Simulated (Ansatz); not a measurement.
# B2PLYP/def2-SVP (core potential) run of SnHCl3O (SMILES [OH][Sn]([Cl])([Cl])[Cl])

Aim: the energy change on altering one bond length of SnHCl3O at B2PLYP/def2-SVP (core potential), from 2 runs. 

The calculation is run with Ansatz 0.2.0.

80 further runs of the same task are left out: 6 that didn't finish, 74 set aside as unsound or not needed.

## 1. The molecule

SnHCl3O: 6 atoms, total charge 0, spin state singlet. As SMILES, `[OH][Sn]([Cl])([Cl])[Cl]`. The shape is that of a PBE0-D4/def2-TZVP optimisation.

Bond lengths: O1–Sn2 1.932 Å, Sn2–Cl3 2.281 Å, Sn2–Cl4 2.296 Å, Sn2–Cl5 2.296 Å, O1–H6 0.962 Å. Angles: O1–Sn2–Cl3 106.3°, O1–Sn2–Cl4 110.7°, O1–Sn2–Cl5 110.6°, Cl3–Sn2–Cl4 110.5°, Cl3–Sn2–Cl5 110.6°, Cl4–Sn2–Cl5 108.2°, Sn2–O1–H6 113.2°.

## 2. A single-point energy at B2PLYP/def2-SVP (core potential)

Input file job.yaml:

```yaml
crystal:
  periodic: [false, false, false]
  atoms:
    - {symbol: O, position_ang: [-0.674300, 0.477500, 1.363600]}
    - {symbol: Sn, position_ang: [0.251900, -0.201000, -0.189900]}
    - {symbol: Cl, position_ang: [1.931200, -1.529700, 0.595300]}
    - {symbol: Cl, position_ang: [-1.175400, -1.411300, -1.519500]}
    - {symbol: Cl, position_ang: [1.105000, 1.525900, -1.439200]}
    - {symbol: H, position_ang: [-1.396100, 1.074500, 1.143600]}
basis:
  gaussian: {orbitals: def2-SVP}
hamiltonian: {xc: {name: B2PLYP}}
correlation: {frozen_orbitals: {Cl: 5, H: 0, O: 1, Sn: 4}}
accuracy: high
output: {orbitals: {seedname: orbitals}}
```

On the command line:

```bash
ansatz run job.yaml --threads 1 --pin off --max-ram 3480MiB --events-out events.jsonl --progress --plain --runs-dir runs
```

The program printed:

```text
Warning: RAYON_NUM_THREADS=1 ignored (pool sized by the plan → 1); use --threads N
Functional definition: B2PLYP
  name "B2PLYP"
  parameter a = 0.53
  parameter c = 0.27
  exchange = (1 - a)*b88_x + a*exact_x
  correlation = (1 - c)*lyp_c + c*(mp2_os + mp2_ss)
2082 factors; integrals over basis functions are off by at most 3.4e-9 eV
mean field evaluation 1: about -45421.0681 eV, gradient 4.7e1 eV
mean field evaluation 2: about -45421.2624 eV, gradient 4.7e1 eV
mean field evaluation 4: about -45425.5700 eV, gradient 5.0e0 eV
mean field evaluation 8: about -45425.6454 eV, gradient 3.5e-1 eV
mean field evaluation 16: about -45425.6458 eV, gradient 6.7e-5 eV
mean field -45425.64576182 eV, -1669.3616911381 hartree, gradient 6.3e-8 eV, S^2 0.000000; 0 other end points of the search recorded, 0 dependent functions left out
20 core orbitals not correlated: weight in the atoms' cores, before any rotation towards them, 1.000 or more for the frozen orbitals, at most 0.000 for the correlated occupied ones
reference -45425.64578731 eV, -1669.3616920750 hartree; 21, 21 occupied and 58, 58 virtual orbitals, 2082 factors
second order -22.92827082 eV of doubles, -0.00000000 eV of singles
Total energy: -45431.83642043 eV, -1669.5891936461 hartree
```

Wall time 19 s (1 thread of Arm Neoverse V1, shared host); peak memory 0.41 GiB.

## 3. The distorted shape, same level

Input file run.yaml:

```yaml
crystal:
  periodic: [false, false, false]
  atoms:
    - {symbol: O, position_ang: [-0.246110, 0.840590, 1.762480]}
    - {symbol: Sn, position_ang: [0.680090, 0.162090, 0.208980]}
    - {symbol: Cl, position_ang: [2.359390, -1.166610, 0.994180]}
    - {symbol: Cl, position_ang: [-1.175400, -1.411300, -1.519500]}
    - {symbol: Cl, position_ang: [1.533190, 1.888990, -1.040320]}
    - {symbol: H, position_ang: [-0.967910, 1.437590, 1.542480]}
basis:
  gaussian: {orbitals: def2-SVP}
hamiltonian: {xc: {name: B2PLYP}}
correlation: {frozen_orbitals: {Cl: 5, H: 0, O: 1, Sn: 4}}
accuracy: high
output: {orbitals: {seedname: orbitals}}
```

On the command line:

```bash
ansatz run run.yaml --threads 1 --pin off --max-ram 3480MiB --events-out events.jsonl --progress --plain --runs-dir runs
```

The program printed (excerpt; [...] marks lines left out):

```text
Warning: RAYON_NUM_THREADS=1 ignored (pool sized by the plan → 1); use --threads N
[... 2 set-up lines as earlier in the session ...]
[...]
2047 factors; integrals over basis functions are off by at most 6.7e-9 eV
[...]
mean field -45424.11218818 eV, -1669.3053333467 hartree, gradient 3.6e-8 eV, S^2 0.000000; 0 other end points of the search recorded, 0 dependent functions left out
20 core orbitals not correlated: weight in the atoms' cores, before any rotation towards them, 1.000 or more for the frozen orbitals, at most 0.000 for the correlated occupied ones
reference -45424.11221393 eV, -1669.3053342929 hartree; 21, 21 occupied and 58, 58 virtual orbitals, 2047 factors
second order -23.28807366 eV of doubles, -0.00000000 eV of singles
Total energy: -45430.39999382 eV, -1669.5364059418 hartree
```

Wall time 19 s (1 thread of Arm Neoverse V1, shared host); peak memory 0.4 GiB.

## 4. Outcome

Level: B2PLYP/def2-SVP (core potential), 20 core orbitals frozen.

```
                                                           quantity           value
                                          first shape: total energy  -1669.58919 Eh
                     first shape: HOMO energy (SCF part's orbitals)       -10.67 eV
                     first shape: LUMO energy (SCF part's orbitals)        -1.23 eV
                   first shape: HOMO–LUMO gap (SCF part's orbitals)         9.44 eV
                                      distorted shape: total energy  -1669.53641 Eh
                 distorted shape: HOMO energy (SCF part's orbitals)        -9.37 eV
                 distorted shape: LUMO energy (SCF part's orbitals)        -3.31 eV
               distorted shape: HOMO–LUMO gap (SCF part's orbitals)         6.05 eV
energy change with the Sn2–Cl4 bond stretched from 2.296 to 2.984 Å        1.436 eV
```

**Reading.** With the Sn2–Cl4 bond stretched from 2.296 to 2.984 Å the energy rises by 1.44 eV (33 kcal/mol). The first shape isn't relaxed at this level, so the change isn't measured from a minimum.
